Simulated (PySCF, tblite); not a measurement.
# C5H5F3: a rotation path, then NMR shifts on frames

Aim: move C5H5F3 (`CC#CCC(F)(F)F`) away from its starting geometry and see how NMR shifts follow the geometry.

Programs: tblite 0.8.0 and PySCF 2.14.0, with density-fitted response routines of our own. Each step states its level of theory. These are calculated values for one molecule in the gas phase, unless marked as measured. Atoms are numbered from 0 throughout.

### 1 The molecule as given

13 atoms, charge 0, multiplicity 1; geometry from: GFN2-xTB.

Bonds of the start (Å): C0–C1 1.44, C1–C2 1.20, C2–C3 1.45, C3–C4 1.52, C4–F5 1.35, C4–F6 1.34, C4–F7 1.34, C0–H8 1.09, C0–H9 1.09, C0–H10 1.09, C3–H11 1.09, C3–H12 1.09.

### 2 The rotation path with GFN2-xTB

What the job is given:

```
{"job": {"kind": "neb", "xc": "GFN2-xTB", "basis": "xTB", "atoms": [2, 3, 4, 5], "turn": 120}, "charge": 0, "multiplicity": 1}
C      2.578107     0.390748     0.893094
C      1.317618     0.116702     0.245130
C      0.284786    -0.116837    -0.314741
C     -0.996983    -0.384405    -0.941622
C     -2.129846    -0.119798     0.037024
F     -3.328634    -0.364226    -0.523167
F     -2.164072     1.151077     0.459930
F     -2.059991    -0.890125     1.131169
H      2.428581     0.460501     1.969683
H      2.986822     1.332547     0.529125
H      3.286358    -0.409934     0.683769
H     -1.144469     0.263930    -1.809716
H     -1.062666    -1.429694    -1.255997
```

Level: GFN2-xTB climbing-image nudged elastic band, gas phase.

Launch:

```sh
> OMP_NUM_THREADS=1 python probes_run.py task.json out
```

This one command runs all jobs of the session in turn.

The program printed:

```text
image   E - E0 / eV
  0      -0.0000
  1       0.0136
  2       0.0436
  3       0.0734
  4       0.0847
  5       0.0706
  6       0.0399
  7       0.0113
  8       0.0001
```

Wall time 1.9 s (1 thread of Intel Xeon 6975P-C, shared host); peak memory 0.19 GiB.

The final band, with the dihedral C2–C3–C4–F5:

| image | dihedral (°) | energy (eV) | energy (kcal/mol) |
| --- | --- | --- | --- |
| 0 | -180 | 0.000 | 0.0 |
| 1 | -165 | 0.014 | 0.3 |
| 2 | -150 | 0.044 | 1.0 |
| 3 | -135 | 0.073 | 1.7 |
| 4 | -120 | 0.085 | 2.0 |
| 5 | -104 | 0.071 | 1.6 |
| 6 | -89 | 0.040 | 0.9 |
| 7 | -74 | 0.011 | 0.3 |
| 8 | -60 | 0.000 | 0.0 |

### 3 Nuclear shieldings: image 0, PBE0/pcSseg-1

What the job is given:

```
{"job": {"kind": "nmr", "xc": "PBE0", "basis": "pcSseg-1", "pop": false}, "charge": 0, "multiplicity": 1}
C      2.578100     0.390700     0.893100
C      1.317600     0.116700     0.245100
C      0.284800    -0.116800    -0.314700
C     -0.997000    -0.384400    -0.941600
C     -2.129800    -0.119800     0.037000
F     -3.328600    -0.364200    -0.523200
F     -2.164100     1.151100     0.459900
F     -2.060000    -0.890100     1.131200
H      2.428600     0.460500     1.969700
H      2.986800     1.332500     0.529100
H      3.286400    -0.409900     0.683800
H     -1.144500     0.263900    -1.809700
H     -1.062700    -1.429700    -1.256000
```

Level: GIAO PBE0/pcSseg-1 NMR shielding, non-relativistic, gas phase.

The program printed:

```text
coarse grid: 11792 points
cycle   1  E = -492.2489601147  dE =  1.248e+00  |g| = 9.134e-01  |ddm| = 3.700e+00
cycle   2  E = -492.1139873285  dE =  1.350e-01  |g| = 1.338e+00  |ddm| = 1.404e+00
cycle   3  E = -492.3946025191  dE = -2.806e-01  |g| = 1.193e-01  |ddm| = 7.809e-01
cycle   4  E = -492.3960096827  dE = -1.407e-03  |g| = 9.082e-02  |ddm| = 1.603e-01
cycle   5  E = -492.3978967767  dE = -1.887e-03  |g| = 2.177e-02  |ddm| = 7.044e-02
cycle   6  E = -492.3980065690  dE = -1.098e-04  |g| = 2.820e-03  |ddm| = 2.151e-02
cycle   7  E = -492.3980083406  dE = -1.772e-06  |g| = 4.801e-04  |ddm| = 3.029e-03
final grid: 117712 points
cycle   8  E = -492.4653332227  dE = -4.398e-05  |g| = 7.248e-03  |ddm| = 4.182e-02
cycle   9  E = -492.4653296375  dE =  3.585e-06  |g| = 8.990e-03  |ddm| = 1.371e-02
cycle  10  E = -492.4653445876  dE = -1.495e-05  |g| = 8.871e-04  |ddm| = 6.448e-03
cycle  11  E = -492.4653447288  dE = -1.412e-07  |g| = 1.923e-04  |ddm| = 8.564e-04
cycle  12  E = -492.4653447336  dE = -4.863e-09  |g| = 9.227e-05  |ddm| = 1.543e-04
cycle  13  E = -492.4653447354  dE = -1.812e-09  |g| = 3.308e-05  |ddm| = 8.577e-05
cycle  14  E = -492.4653447357  dE = -2.519e-10  |g| = 6.133e-06  |ddm| = 2.534e-05
converged SCF energy = -492.4653447357

GIAO shielding tensors (ppm)
atom      isotropic    diamagn.    paramagn.     s11        s22        s33       span
  0 C      182.439     253.757     -71.318    174.795    175.064    197.458     22.663
  1 C       98.215     265.254    -167.039      7.647     15.686    271.313    263.666
  2 C      112.020     265.082    -153.062     30.235     30.887    274.939    244.704
  3 C      157.468     252.144     -94.676    141.972    153.478    176.955     34.983
  4 C       52.359     243.256    -190.897     50.270     52.333     54.473      4.203
  5 F      249.824     469.207    -219.383    163.482    243.546    342.445    178.963
  6 F      252.817     475.791    -222.974    169.130    250.819    338.502    169.372
  7 F      252.762     475.692    -222.930    169.069    250.807    338.409    169.341
  8 H       29.652      29.754      -0.102     24.368     28.254     36.334     11.966
  9 H       29.683      28.716       0.967     24.484     27.878     36.688     12.204
 10 H       29.702      28.233       1.469     24.510     27.808     36.788     12.278
 11 H       28.706      28.816      -0.110     23.966     28.221     33.931      9.965
 12 H       28.702      28.723      -0.021     23.957     28.223     33.927      9.970
```

Run time: 16 s. Hardware: 1 thread of Intel Xeon 6975P-C, shared host; peak memory 0.74 GiB.

Shifts follow as δ = σ(reference) − σ, with reference shieldings (ppm) from runs at the same level and on the same kind of geometry: 1H TMS 31.72, 13C TMS 186.9, 19F CFCl3 170.9. The references are single molecules in the gas phase, so shifts against H2O, NH3, PH3, H3PO4 or CFCl3 are not on the usual liquid scales and can be off by tens of ppm. Each atom is listed at this fixed geometry, with no averaging over motion; a spectrum would average atoms that exchange fast.

| atoms | environment | σ (ppm) | δ (ppm) |
| --- | --- | --- | --- |
| C4 | CF3 carbon | 52.4 | 134.6 |
| C1 | alkyne carbon | 98.2 | 88.7 |
| C2 | alkyne carbon | 112.0 | 74.9 |
| C3 | propargylic sp3 CH2 | 157.5 | 29.5 |
| C0 | propargylic methyl carbon | 182.4 | 4.5 |
| H12 | hydrogen on a propargylic sp3 CH2 | 28.70 | 3.01 |
| H11 | hydrogen on a propargylic sp3 CH2 | 28.71 | 3.01 |
| H8 | hydrogen on a propargylic methyl carbon | 29.65 | 2.06 |
| H9 | hydrogen on a propargylic methyl carbon | 29.68 | 2.03 |
| H10 | hydrogen on a propargylic methyl carbon | 29.70 | 2.02 |
| F5 | fluorine of a CF3 group | 249.8 | -78.9 |
| F7 | fluorine of a CF3 group | 252.8 | -81.8 |
| F6 | fluorine of a CF3 group | 252.8 | -81.9 |

Orbitals, density, ELF and potential are computed afterwards from the orbital file.

Frontier orbitals at PBE0/pcSseg-1, with the share of their density that lies nearest to each atom:

| orbital | energy (eV) | lies on |
| --- | --- | --- |
| HOMO | -7.73 | C1, C2 about 40 % each |
| LUMO | 0.99 | C1, C2 about 26 % each; H8, H11, H12 about 8 % each |

ELF in a plane through or near 7 of the atoms.

Ten even steps from ' ' (0.00) to '@' (1.00):
```
                                                        
                                                        
                                                        
              ..                                        
            ==##++                                      
          **@@@@@@--                                    
        ..##@@@@@@++    ::::      ......  ::==::        
          ++@@@@@@==..==++==    ..--------####==..      
          ::**##++******####--  ::::@@::####%%**..      
          --++==--%%==..%%##**==**%%--++##++##**..      
        ..==**::::@@--==##::**##**@@%%--##%%%%++..      
        ..==##**++##--==%%--**%%==::++..--##**::        
        ..==++==::--**%%%%++%%**::--==    ::::          
          ..::..  ..==**##**==--++**==..                
                    ::====--  ..--==::                  
                      ....                              
                                                        
                                                        
                                                        
                                                        
```
The map spans 12.0 Å across and 7.9 Å up, centred on the molecule. Atoms in the plane (x, y in Å): C0 (-2.7, 0.1), C1 (-1.3, -0.2), C2 (-0.2, -0.5), C3 (1.3, -0.8), C4 (2.1, 0.5), F5 (3.4, 0.3), H8 (-2.9, 1.2).

On the surface of density 0.002 e/bohr³ the electrostatic potential runs, from the 1st to the 99th percentile, from -0.76 V near F6 to 1.20 V near H12.

### 4 NMR shieldings: image 2, PBE0/pcSseg-1

What the job is given:

```
{"job": {"kind": "nmr", "xc": "PBE0", "basis": "pcSseg-1", "pop": false}, "charge": 0, "multiplicity": 1}
C      2.580400     0.304000     0.918700
C      1.316100     0.096100     0.255600
C      0.290200    -0.069500    -0.339800
C     -0.998500    -0.283000    -0.971300
C     -2.129700    -0.108300     0.036100
F     -3.190600    -0.874900    -0.274900
F     -2.579600     1.155000     0.077900
F     -1.786000    -0.434300     1.288000
H      2.436300     0.284700     1.997900
H      2.993300     1.269500     0.630800
H      3.277800    -0.483200     0.636400
H     -1.154200     0.440700    -1.775500
H     -1.059700    -1.296300    -1.376400
```

Level: GIAO PBE0/pcSseg-1 NMR shielding, non-relativistic, gas phase.

The program printed:

```text
coarse grid: 11792 points
cycle   1  E = -492.2442880248  dE =  1.253e+00  |g| = 9.162e-01  |ddm| = 3.641e+00
cycle   2  E = -492.1067656919  dE =  1.375e-01  |g| = 1.345e+00  |ddm| = 1.404e+00
cycle   3  E = -492.3910556977  dE = -2.843e-01  |g| = 1.202e-01  |ddm| = 7.981e-01
cycle   4  E = -492.3924877307  dE = -1.432e-03  |g| = 9.167e-02  |ddm| = 1.652e-01
cycle   5  E = -492.3944109959  dE = -1.923e-03  |g| = 2.192e-02  |ddm| = 7.147e-02
cycle   6  E = -492.3945222971  dE = -1.113e-04  |g| = 2.833e-03  |ddm| = 2.229e-02
cycle   7  E = -492.3945240660  dE = -1.769e-06  |g| = 5.242e-04  |ddm| = 3.030e-03
final grid: 117712 points
cycle   8  E = -492.4621271500  dE = -4.461e-05  |g| = 7.152e-03  |ddm| = 4.268e-02
cycle   9  E = -492.4621237249  dE =  3.425e-06  |g| = 8.849e-03  |ddm| = 1.378e-02
cycle  10  E = -492.4621382877  dE = -1.456e-05  |g| = 9.016e-04  |ddm| = 6.479e-03
cycle  11  E = -492.4621384305  dE = -1.428e-07  |g| = 2.036e-04  |ddm| = 8.637e-04
cycle  12  E = -492.4621384351  dE = -4.652e-09  |g| = 1.162e-04  |ddm| = 1.821e-04
cycle  13  E = -492.4621384382  dE = -3.039e-09  |g| = 3.239e-05  |ddm| = 1.010e-04
cycle  14  E = -492.4621384384  dE = -2.368e-10  |g| = 6.465e-06  |ddm| = 2.528e-05
converged SCF energy = -492.4621384384

GIAO shielding tensors (ppm)
atom      isotropic    diamagn.    paramagn.     s11        s22        s33       span
  0 C      182.423     253.370     -70.947    174.944    175.149    197.175     22.231
  1 C       96.417     265.382    -168.965      7.798     15.239    266.214    258.416
  2 C      112.475     264.718    -152.243     28.866     32.849    275.710    246.844
  3 C      156.093     253.069     -96.976    139.324    149.499    179.456     40.132
  4 C       52.738     243.056    -190.318     51.600     53.130     53.485      1.886
  5 F      243.298     469.591    -226.293    160.858    229.693    339.343    178.485
  6 F      243.778     473.407    -229.630    164.536    227.366    339.432    174.896
  7 F      249.268     477.359    -228.091    168.939    250.695    328.171    159.232
  8 H       29.650      29.548       0.102     24.367     28.279     36.305     11.938
  9 H       29.667      28.664       1.004     24.435     27.887     36.680     12.244
 10 H       29.680      28.186       1.494     24.496     27.799     36.744     12.249
 11 H       28.573      28.900      -0.327     24.220     28.012     33.487      9.267
 12 H       28.584      29.215      -0.631     23.444     28.602     33.705     10.261
```

It took 12 s on 1 thread of Intel Xeon 6975P-C, shared host; peak memory 0.75 GiB.

Key values: δ C4 134.2, C1 90.5, C2 74.5, C3 30.8, H11 3.14, H12 3.13 ppm.

(Part 1 of 2 ends here.)
